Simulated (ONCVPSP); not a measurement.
# Pseudopotential generation for Zn: ONCV, PBE

Task: generate the file, and judge it by its errors in other configurations, its logarithmic derivatives, its ghosts and its cutoff.

The numbers are computed with ONCVPSP 4.0.1.1 (patched build) (PBE, scalar-relativistic, spin-unpolarised reference atom).

## Step 1: The atom and the settings

Typed settings, in words:

```
element                 : zinc (Zn, Z = 30)
type                    : optimised norm-conserving Vanderbilt (ONCV)
frozen core             : [Ne]
valence charge          : 20
reference configuration : 3s2 3p6 3d10 4s2
partial waves           : 3s+4s: rc 0.95 bohr, ncon 5, nbas 8, qcut 13.8 1/bohr, 2 projectors; 3p: rc 0.65 bohr, ncon 5, nbas 8, qcut 14.8 1/bohr, 3 projectors, debl 3.6 Ha; 3d: rc 0.95 bohr, ncon 4, nbas 8, qcut 13.5 1/bohr, 2 projectors, debl 1.1 Ha
local potential         : polynomial inside 0.45 bohr (lpopt 5, dvloc0 0 Ha)
core correction         : Teter function, fcfact 2.25, rcfact 1.5
```

The outer shells as boxes (Hund's rule for the drawing; the calculation is spin-unpolarised):

```
[Ne] core
3s [↑↓]
3p [↑↓][↑↓][↑↓]
3d [↑↓][↑↓][↑↓][↑↓][↑↓]
4s [↑↓]
```

An earlier all-electron run gives the scale for the radii.

All-electron outer shells of the reference configuration (PBE, scalar-relativistic, ld1.x):

| shell | level (eV) | outermost node (bohr) | outermost maximum (bohr) |
| --- | --- | --- | --- |
| 2p | -1004.03 | – | 0.15 |
| 3s | -129.23 | 0.28 | 0.59 |
| 3p | -83.40 | 0.25 | 0.59 |
| 3d | -10.14 | – | 0.57 |
| 4s | -5.98 | 0.85 | 2.09 |
| 4p | -1.12 | 0.92 | 3.08 |

## Step 2: The generation run

Input file Zn.dat:

```
# ATOM AND REFERENCE CONFIGURATION
# atsym  z   nc   nv     iexc    psfile
  Zn 30.00    3    4        4      upf
#
#   n    l    f
    1    0    2.00
    2    0    2.00
    2    1    6.00
    3    0    2.00
    3    1    6.00
    3    2   10.00
    4    0    2.00
#
# PSEUDOPOTENTIAL AND OPTIMIZATION
# lmax
    2
#
#   l,   rc,      ep,       ncon, nbas, qcut
    0    0.95    0.00    5    8   13.80
    1    0.65    0.00    5    8   14.80
    2    0.95    0.00    4    8   13.50
#
# LOCAL POTENTIAL
# lloc, lpopt,  rc(5),   dvloc0
    4    5    0.45    0.00
#
# VANDERBILT-KLEINMAN-BYLANDER PROJECTORs
# l, nproj, debl
    0    2    2.20
    1    3    3.60
    2    2    1.10
#
# MODEL CORE CHARGE
# icmod, fcfact, rcfact
    3    2.25    1.50
#
# LOG DERIVATIVE ANALYSIS
# epsh1, epsh2, depsh
   -6.00    5.00    0.04
#
# OUTPUT GRID
# rlmax, drl
    6.00    0.01
#
# TEST CONFIGURATIONS
# ncnf
    4
# nvcnf
#   n    l    f
    4
    3    0    2.00
    3    1    6.00
    3    2   10.00
    4    0    1.00
#
    4
    3    0    2.00
    3    1    6.00
    3    2   10.00
    4    0    0.00
#
    4
    3    0    2.00
    3    1    6.00
    3    2    9.00
    4    0    0.00
#
    4
    3    0    2.00
    3    1    6.00
    3    2    8.00
    4    0    0.00
#
```

The run is started by

```sh
$ oncvpsp.x < Zn.dat > Zn.out
```

What does the calculation give? Wanted: cutoffs for 1 and 0.1 mHa per electron, occupied waves; bound ghosts; GHOST(+) flags; largest test error; largest phase difference near zero energy, channels read; rms error of d²Exc/dn², without and with the model core.

**Answer**, as computed:

| quantity | value |
| --- | --- |
| cutoffs for 1 and 0.1 mHa per electron, occupied waves | 101 Ha and 234 Ha |
| bound ghosts | p at -811.62 eV |
| GHOST(+) flags | s at 481 eV, p at 3701 eV, p at 8283 eV |
| largest test error (AE − PS) | +23 meV, for 3s2 3p6 3d8 4s0 |
| largest phase difference near zero energy, channels read | 0.000 rad |
| rms error of d²Exc/dn², without and with the model core | 1.70 and 1.32 mHa |

**Reading.** It has a bound ghost (p), a state that the atom doesn't have, and that rules the file out. By total energies transferability is good: the largest error is 23 meV on 130.7 eV, for 3s2 3p6 3d8 4s0. Atomic tests can pass in spite of a ghost, since they solve only for the levels asked. The potential is very hard: the looser tolerance needs 101 Ha. Near zero energy the phases of the channels with partial waves agree within 0.001 rad. The program also flags highly localised states, GHOST(+) (s, p). All of this concerns the isolated atom, not yet a solid.
